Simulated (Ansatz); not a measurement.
# C₂H₆CdO: up Jacob's ladder to CCSD(T)

Aim: compute C₂H₆CdO with functionals from several rungs and with coupled cluster. The yardstick is the atomisation energy at the CCSD(T) limit.

Program: Ansatz 0.2.0, Gaussian basis. Level of theory: functionals in def2-TZVPP, the program's frozen cores in correlated methods. These are calculated values, not measurements.

Plan: LDA (SPW92), PBE-D4, revPBE-D4, BLYP-D4, r2SCAN-D4, B97M-V, PBE0-D4, B3LYP-D4, r2SCANh-D4, r2SCAN0-D4, HSE06-D4, BHLYP-D4, CAM-B3LYP-D4, LC-ωPBE, ωB97X-V, ωB97M-V, B2PLYP, PBE-QIDH; CCSD(T)/def2-SVP; CCSD(T)/def2-TZVPP; MP2/def2-QZVPP; extrapolation to the limit; RPA on PBE.

### 1 Structure used throughout

All runs share one geometry, relaxed beforehand with PBE0-D4 in a triple-zeta def2 set. Cd takes the def2 core potential; no spin-orbit term is included.

SMILES `C[CH2][Cd][OH]`, 10 atoms, charge 0, spin multiplicity 1.

Atoms are counted from 1 here; the program's logs count them from 0.

Bond lengths: C1–C2 1.523 Å, C1–H5 1.093 Å, C1–H6 1.096 Å, C1–H7 1.093 Å, C2–Cd3 2.102 Å, C2–H8 1.093 Å, C2–H9 1.093 Å, Cd3–O4 1.978 Å, O4–H10 0.959 Å. Angles: C2–C1–H5 112.1°, C2–C1–H6 111.2°, C2–C1–H7 112.1°, H5–C1–H6 107.0°, H5–C1–H7 107.1°, H6–C1–H7 107.0°, C1–C2–Cd3 115.0°, C1–C2–H8 110.8°, C1–C2–H9 110.7°, Cd3–C2–H8 106.9°, Cd3–C2–H9 106.5°, H8–C2–H9 106.5°, C2–Cd3–O4 176.3°, Cd3–O4–H10 114.3°.

### 2 LDA

This LDA is Slater exchange with PW92 correlation.

File in.yaml:

```yaml
crystal:
  periodic: [false, false, false]
  atoms:
    - {symbol: C, position_ang: [-0.894170, 0.881723, 0.912969]}
    - {symbol: C, position_ang: [-0.305155, -0.505937, 0.693347]}
    - {symbol: Cd, position_ang: [0.991459, -0.669324, -0.952969]}
    - {symbol: O, position_ang: [2.298384, -0.875834, -2.423466]}
    - {symbol: H, position_ang: [-1.486776, 1.217020, 0.058245]}
    - {symbol: H, position_ang: [-1.555203, 0.897008, 1.786769]}
    - {symbol: H, position_ang: [-0.120758, 1.634475, 1.083558]}
    - {symbol: H, position_ang: [-1.097177, -1.244974, 0.547997]}
    - {symbol: H, position_ang: [0.262658, -0.828541, 1.570140]}
    - {symbol: H, position_ang: [1.989636, -0.556717, -3.273587]}
basis:
  gaussian: {orbitals: def2-TZVPP}
hamiltonian: {xc: lda}
output: {orbitals: {seedname: orbitals}}
```

The run is started by

```
> ansatz run in.yaml --threads 4 --pin off --events-out ev --progress --plain --max-ram 10444MiB
```

After this run come: PBE-D4 (GGA); revPBE-D4 (GGA); BLYP-D4 (GGA); r2SCAN-D4 (meta-GGA); B97M-V (meta-GGA); PBE0-D4 (hybrid); B3LYP-D4 (hybrid); r2SCANh-D4 (hybrid); r2SCAN0-D4 (hybrid); HSE06-D4 (hybrid); BHLYP-D4 (hybrid); CAM-B3LYP-D4 (range-separated); LC-ωPBE (range-separated); ωB97X-V (range-separated); ωB97M-V (range-separated); B2PLYP (double hybrid); PBE-QIDH (double hybrid); CCSD(T) in def2-SVP; CCSD(T) in def2-TZVPP; MP2 in def2-QZVPP; RPA on PBE orbitals.

Before running them: what should the planned runs give, taken together? Wanted: atomisation energy, CCSD(T)/CBS; farthest beyond LDA; mean size of error, GGA; mean size of error, meta-GGA; mean size of error, hybrid; mean size of error, range-separated; mean size of error, double hybrid; gap, smallest and largest; T1 diagnostic.

As calculated:

| quantity | value |
| --- | --- |
| atomisation energy, CCSD(T)/CBS | 804.8 kcal/mol |
| functionals within 4.0 kcal/mol (0.5 %) | r2SCAN-D4, PBE0-D4, r2SCANh-D4, HSE06-D4, CAM-B3LYP-D4, LC-ωPBE, ωB97X-V, ωB97M-V |
| farthest beyond LDA | BHLYP-D4 (-29.5 kcal/mol) |
| mean size of error, GGA | 9.0 kcal/mol |
| mean size of error, meta-GGA | 3.8 kcal/mol |
| mean size of error, hybrid | 8.7 kcal/mol |
| mean size of error, range-separated | 1.8 kcal/mol |
| mean size of error, double hybrid | 9.2 kcal/mol |
| gap, smallest and largest | 4.53 eV (BLYP-D4), 11.39 eV (LC-ωPBE) |
| T1 diagnostic | 0.0140 |
| triples share of the correlation energy | 3.3 % |

What this shows: LDA overbinds by 117.0 kcal/mol (15 %). PBE-D4 is off by +12.9 kcal/mol. Double hybrids carry the basis error of their MP2 part in triple zeta, and no dispersion term here, so their miss is partly the set-up's. The rungs range-separated, meta-GGA miss on average by less than the doubt on the reference (4.0 kcal/mol), so they tie. Misses under about 4.0 kcal/mol are within the doubt on the reference itself, which lacks core-valence correlation, spin-orbit coupling and higher excitations. All levels share the lack of spin-orbit coupling, which lowers the free heavy atoms and so the true binding. Hartree-Fock recovers 72 % of the binding; the rest is correlation. CCSD(T) in def2-SVP is off by -42.5 kcal/mol, which most functionals beat. Orbital gaps span 4.5 to 11.4 eV; exact exchange widens them. Correlated methods include outer-core shells of Cd, which these sets cover unevenly.
